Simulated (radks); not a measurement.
# Ionisation energy and size from Rb to Pd

One table from this session's results is given with a row withheld; the runs are named, their logs left out.

The numbers are computed with radks (a radial shooting solver on a logarithmic mesh, Libxc functionals) version 1 (scalar-relativistic Kohn-Sham, PBE, spin-unpolarised, spherical densities, point nucleus), except any that are marked as measured or tabulated.

## What is computed

| Quantity | Value |
| --- | --- |
| species | Rb, Sr, Zr, Nb, Mo, Tc, Ru, Rh, Pd |
| runs | 18, each species and its next ion |

The first run:

The run's settings:

```text
Z 37
configuration [Kr] 5s1
relativity scalar-relativistic
functional pbe,pbe
spin unpolarised
nucleus point
c 137.035999084
```

On the command line:

```
$ python run_ks.py task.json out
```

All runs below come from this command, one after another.

Steps of the session up to this table: Rb, [Kr] 5s1; Rb⁺, [Kr]; Sr, [Kr] 5s2; Sr⁺, [Kr] 5s1; Zr, [Kr] 4d2 5s2; Zr⁺, [Kr] 4d2 5s1; Nb, [Kr] 4d4 5s1; Nb⁺, [Kr] 4d4; Mo, [Kr] 4d5 5s1; Mo⁺, [Kr] 4d5; Tc, [Kr] 4d5 5s2; Tc⁺, [Kr] 4d5 5s1; Ru, [Kr] 4d7 5s1; Ru⁺, [Kr] 4d7; Rh, [Kr] 4d8 5s1; Rh⁺, [Kr] 4d8; Pd, [Kr] 4d10; Pd⁺, [Kr] 4d9.

One of the session's tables, all rows but one given; the rest of the session is left out.

```
species  Δ-SCF (eV)  −ε(HOMO) (eV)  its <r> (bohr)
     Rb       4.154          2.232            5.25
     Sr       5.885          3.526            4.33
     Zr       7.137          3.599            3.73
     Nb       6.637          3.040            3.73
     Mo       6.890          3.753            3.60
     Tc           ?              ?               ?
     Ru       7.292          4.240            3.39
     Rh       7.461          4.300            3.31
     Pd       9.115          4.048            1.59
```

Estimate the missing values for Tc.

The run gave: Δ-SCF (eV): 8.154; −ε(HOMO) (eV): 5.043; its <r> (bohr): 3.30. In the column «Δ-SCF (eV)» it lies between Rh (7.461) and Pd (9.115).

To keep in mind: For Zr, Nb, Mo the highest level isn't the widest one, so −ε(HOMO) and <r> belong to different orbitals, and Δ-SCF follows the ion's typed configuration. Elements between those listed are not part of this session, or gave no valid solution. Spin polarisation and multiplet splitting are left out, so open shells lie too high by an amount that depends on their filling.
